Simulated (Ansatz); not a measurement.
**AlSiH3Cl2 (SMILES [SiH3][Al]([Cl])[Cl]): BHLYP/def2-SVP**

What is the electronic atomisation energy of AlSiH3Cl2 at BHLYP/def2-SVP? 

The calculation is run with Ansatz 0.2.0.

45 further runs of the same task are left out: 45 set aside as unsound or not needed. Runs told in other sessions of the task aren't counted.

### Step 1. The structure to begin with

AlSiH3Cl2 has 7 atoms, charge 0, and is taken as a singlet. SMILES: `[SiH3][Al]([Cl])[Cl]`. The shape is that of a PBE0-D4/def2-TZVP optimisation.

Bond lengths: Si1–Al2 2.433 Å, Al2–Cl3 2.091 Å, Al2–Cl4 2.091 Å, Si1–H5 1.486 Å, Si1–H6 1.488 Å, Si1–H7 1.488 Å. Angles: Si1–Al2–Cl3 120.8°, Si1–Al2–Cl4 122.3°, Cl3–Al2–Cl4 117.0°, Al2–Si1–H5 111.1°, Al2–Si1–H6 109.7°, Al2–Si1–H7 109.5°, H5–Si1–H6 109.1°, H5–Si1–H7 109.0°, H6–Si1–H7 108.3°.

### Step 2. A single-point energy at BHLYP/def2-SVP

input.yaml

```yaml
crystal:
  periodic: [false, false, false]
  atoms:
    - {symbol: Si, position_ang: [-0.434800, 0.999700, -0.278300]}
    - {symbol: Al, position_ang: [0.497800, -1.172400, 0.296300]}
    - {symbol: Cl, position_ang: [2.290200, -1.318600, 1.363300]}
    - {symbol: Cl, position_ang: [-0.432100, -2.964700, -0.245300]}
    - {symbol: H, position_ang: [-1.709600, 0.853800, -1.028500]}
    - {symbol: H, position_ang: [-0.687900, 1.781100, 0.962600]}
    - {symbol: H, position_ang: [0.537600, 1.753200, -1.115800]}
basis:
  gaussian: {orbitals: def2-SVP}
output: {orbitals: {seedname: orbitals}}
hamiltonian: {xc: {name: BHLYP}}
accuracy: high
```

Launch:

```console
$ ansatz run input.yaml --threads 1 --pin off --max-ram 2610MiB --events-out events.jsonl --progress --plain --runs-dir runs
```

The log of the run:

```text
Warning: RAYON_NUM_THREADS=1 ignored (pool sized by the plan → 1); use --threads N
Functional definition: BHLYP
  name "BHLYP"
  parameter a = 0.5
  exchange = (1 - a)*b88_x + a*exact_x
  correlation = lyp_c
1713 factors; integrals over basis functions are off by at most 5.6e-9 eV
mean field evaluation 1: about -39559.0689 eV, gradient 1.6e1 eV
mean field evaluation 2: about -39559.4815 eV, gradient 1.3e1 eV
mean field evaluation 4: about -39559.9278 eV, gradient 1.1e0 eV
mean field evaluation 8: about -39560.1647 eV, gradient 9.8e-2 eV
mean field evaluation 16: about -39560.1647 eV, gradient 7.7e-6 eV
mean field -39560.16472869 eV, -1453.8092389365 hartree, gradient 8.6e-8 eV, S^2 0.000000; 0 other end points of the search recorded, 0 dependent functions left out
reference -39560.16475764 eV, -1453.8092400003 hartree; 32, 32 occupied and 55, 55 virtual orbitals, 1713 factors
Total energy: -39560.16475764 eV, -1453.8092400003 hartree
```

Run time: 11 s. Hardware: 1 thread of Arm Neoverse V2, shared host; peak memory 0.3 GiB.

### Step 3. The Al atom at the same level

in.yaml

```yaml
crystal:
  periodic: [false, false, false]
  atoms:
    - {symbol: Al, position_ang: [0.000000, 0.000000, 0.000000]}
basis:
  gaussian: {orbitals: def2-SVP}
magnetization: {spin_polarized: true, initial_magnetization: 1}
hamiltonian: {xc: {name: BHLYP}}
accuracy: high
```

Launch:

```console
$ ansatz run in.yaml --threads 1 --pin off --max-ram 2610MiB --events-out events.jsonl --progress --plain --runs-dir runs
```

The log of the run:

```text
Warning: RAYON_NUM_THREADS=1 ignored (pool sized by the plan → 1); use --threads N
[... 5 set-up lines as earlier in the session ...]
142 factors; integrals over basis functions are off by at most 1.6e-9 eV
mean field evaluation 1: about -6592.8540 eV, gradient 1.6e0 eV
mean field evaluation 2: about -6592.8957 eV, gradient 4.7e-1 eV
mean field evaluation 4: about -6592.8995 eV, gradient 2.4e-2 eV
mean field evaluation 8: about -6592.8995 eV, gradient 5.7e-5 eV
mean field -6592.89952026 eV, -242.2845885416 hartree, gradient 1.6e-8 eV, S^2 0.753417; 0 other end points of the search recorded, 0 dependent functions left out
reference -6592.89953462 eV, -242.2845890696 hartree; 7, 6 occupied and 11, 12 virtual orbitals, 142 factors
Total energy: -6592.89953462 eV, -242.2845890696 hartree
```

Wall time 0.55 s (1 thread of Arm Neoverse V2, shared host).

### Step 4. The Cl atom

job.yaml

```yaml
crystal:
  periodic: [false, false, false]
  atoms:
    - symbol: Cl
      position_ang: [0.000000, 0.000000, 0.000000]
basis:
  gaussian:
    orbitals: def2-SVP
accuracy: high
magnetization:
  spin_polarized: true
  initial_magnetization: 1
hamiltonian:
  xc: {name: BHLYP}
```

Run the same way, it converges to -459.99739 Eh (log not shown).

### Step 5. The H atom, same level

molecule.yaml

```yaml
crystal:
  periodic: [false, false, false]
  atoms:
    - {symbol: H, position_ang: [0.000000, 0.000000, 0.000000]}
basis:
  gaussian: {orbitals: def2-SVP}
magnetization: {spin_polarized: true, initial_magnetization: 1}
hamiltonian: {xc: {name: BHLYP}}
accuracy: high
```

Run the same way, it converges to -0.49784 Eh (log not shown).

### Step 6. The Si atom, same level

in.yaml

```yaml
basis:
  gaussian:
    orbitals: def2-SVP
crystal:
  periodic: [false, false, false]
  atoms:
    - {symbol: Si, position_ang: [0.000000, 0.000000, 0.000000]}
magnetization:
  spin_polarized: true
  initial_magnetization: 2
hamiltonian:
  xc: {name: BHLYP}
accuracy: high
```

Launch:

```console
$ ansatz run in.yaml --threads 1 --pin off --max-ram 2610MiB --events-out events.jsonl --progress --plain --runs-dir runs
```

The log of the run:

```text
Warning: RAYON_NUM_THREADS=1 ignored (pool sized by the plan → 1); use --threads N
[... 5 set-up lines as earlier in the session ...]
134 factors; integrals over basis functions are off by at most 2.5e-9 eV
mean field evaluation 1: about -7871.6358 eV, gradient 2.2e0 eV
mean field evaluation 2: about -7871.6907 eV, gradient 5.3e-1 eV
mean field evaluation 4: about -7871.6993 eV, gradient 1.1e-1 eV
mean field evaluation 8: about -7871.6995 eV, gradient 5.8e-4 eV
mean field evaluation 16: about -7871.6995 eV, gradient 1.3e-8 eV
mean field -7871.69946712 eV, -289.2796197872 hartree, gradient 1.3e-8 eV, S^2 2.003876; 0 other end points of the search recorded, 0 dependent functions left out
reference -7871.69948210 eV, -289.2796203375 hartree; 8, 6 occupied and 10, 12 virtual orbitals, 134 factors
Total energy: -7871.69948210 eV, -289.2796203375 hartree
```

Wall time 0.46 s (1 thread of Arm Neoverse V2, shared host).

### Step 7. Results

Level: BHLYP/def2-SVP.

```
                     quantity           value
       molecule: total energy  -1453.80924 Eh
        molecule: HOMO energy        -9.28 eV
        molecule: LUMO energy        -0.89 eV
      molecule: HOMO–LUMO gap         8.39 eV
        Al atom: total energy   -242.28459 Eh
                Al atom: ⟨S²⟩           0.753
        Cl atom: total energy   -459.99739 Eh
                Cl atom: ⟨S²⟩           0.753
         H atom: total energy     -0.49784 Eh
                 H atom: ⟨S²⟩           0.750
        Si atom: total energy   -289.27962 Eh
                Si atom: ⟨S²⟩           2.004
electronic atomisation energy       20.592 eV
```

**Reading.** Taking the molecule apart into free atoms costs 20.59 eV (475 kcal/mol), before zero-point energy and without spin-orbit coupling.
